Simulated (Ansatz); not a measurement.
Run this with the Python package of Ansatz (0.2.0) and show what comes out.

Script `fermi_lizn.py`:
```python
"""Area of the Fermi surface of LiZn."""

import ansatz as az
import numpy as np


def main() -> None:
    vectors = np.array([
        [0.0, 3.117, 3.117],
        [3.117, 0.0, 3.117],
        [3.117, 3.117, 0.0],
    ])
    system = (
        az.Lattice.of(vectors)
        .atom("Li", [0.0, 0.0, 0.0])
        .atom("Li", [0.25, 0.25, 0.25])
        .atom("Zn", [0.5, 0.5, 0.5])
        .atom("Zn", [0.75, 0.75, 0.75])
    )

    calculation = (
        system.calculation()
        .kpoints(7)
        .basis(510)
        .occupations("fermi_dirac", width=100 * az.meV)
        .functional("pbesol")
        .pseudopotentials("paw")
        .eigenstates(nscf_kmesh=(8, 8, 8), level_slopes=True)
    )
    surface = calculation.run(threads=1, pin="off").fermi_surface().to_plain()
    for way, reading in surface.items():
        if reading:
            rho_lambda = [f"{v:.3e}" for v in reading["resistivity_times_mean_free_path_ohm_m2"]]
            print(f"{way:24s} area {reading['spin_summed_area_per_ang2']:8.3f} 1/A^2  rho*lambda (ohm m^2) {rho_lambda}")


if __name__ == "__main__":
    main()
```

```console
$ python fermi_lizn.py
by_tetrahedra            area   33.785 1/A^2  rho*lambda (ohm m^2) ['9.049e-16', '9.049e-16', '9.049e-16']
by_slopes                area   30.982 1/A^2  rho*lambda (ohm m^2) ['9.867e-16', '9.867e-16', '9.867e-16']
on_every_second_point    area   32.491 1/A^2  rho*lambda (ohm m^2) ['9.409e-16', '9.409e-16', '9.409e-16']
```

Caveats:
- The mesh is modest for a metal, so energies can be off by several to tens of meV an atom and pressures by half a GPa or more; differences at equal mesh fare better.
- The structure is a deposited one; some such entries were measured under pressure or heat, so a shift against it needn't be the functional's error alone.
- The three readings differ by the mesh error.
- Finished in 4.8 s on 1 thread of Arm Neoverse V1, on a shared host, peak memory 0.4 GiB.

(Lines on the test bed's own set-up are left out of the output.)
